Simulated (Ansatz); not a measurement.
# FGeH2O: the cost of one run

Program: Ansatz 0.2.0. Level of theory: RKS PBE0-D4/def2-SVPD. These are calculated values, not measurements.

## (1) Starting geometry

SMILES `[O-][GeH2][F]`, 5 atoms, charge -1, spin multiplicity 1.

Atoms are counted from 1 here; the program's logs count them from 0.

Bond lengths: O1–Ge2 1.702 Å, Ge2–F3 1.862 Å, Ge2–H4 1.588 Å, Ge2–H5 1.588 Å. Angles: O1–Ge2–F3 114.8°, O1–Ge2–H4 117.7°, O1–Ge2–H5 117.7°, F3–Ge2–H4 98.0°, F3–Ge2–H5 98.0°, H4–Ge2–H5 107.2°.

As a file:

```xyz
5
charge -1, multiplicity 1
O    -0.6279    0.0454    1.7037
Ge    0.0335   -0.0538    0.1386
F    -0.9091    0.8792   -1.1688
H     0.0452   -1.4754   -0.5695
H     1.4584    0.6046   -0.1041
```

This geometry comes from a loose relaxation at PBE in a small basis, which is not shown.

## (3) Setting up the map

- bond length O1–Ge2: 15 values from 1.446 to 2.354 Å
- bond length Ge2–F3: 15 values from 1.573 to 2.561 Å

Nothing else is relaxed (all other coordinates rigid). Energies count from the relaxed molecule at the same level. Points are written as (first, second).

(The set-up runs are not shown.)

## (4) Grid point (1.576 Å, 1.573 Å)

The input, input.yaml:

```yaml
crystal:
  periodic: [false, false, false]
  atoms:
    - { symbol: O, position_ang: [-0.622191, 0.04688, 1.679867] }
    - { symbol: Ge, position_ang: [-0.009876, -0.044892, 0.230583] }
    - { symbol: F, position_ang: [-0.808592, 0.744288, -0.871041] }
    - { symbol: H, position_ang: [0.004847, -1.453723, -0.466279] }
    - { symbol: H, position_ang: [1.402411, 0.603252, -0.006044] }
total_charge: -1
basis:
  gaussian: { orbitals: def2-SVPD }
hamiltonian:
  xc: pbe0
  dispersion: d4
output:
  forces: true
```

Started as:

```sh
$ ansatz run input.yaml --threads 1 --pin off --max-ram 2560MiB --backend cpu --events-out ev --progress --plain --runs-dir out
```

What time and memory should one allow on 1 thread of Arm Neoverse V2, shared host?

About 3.3 s, with a peak of 0.19 GiB.
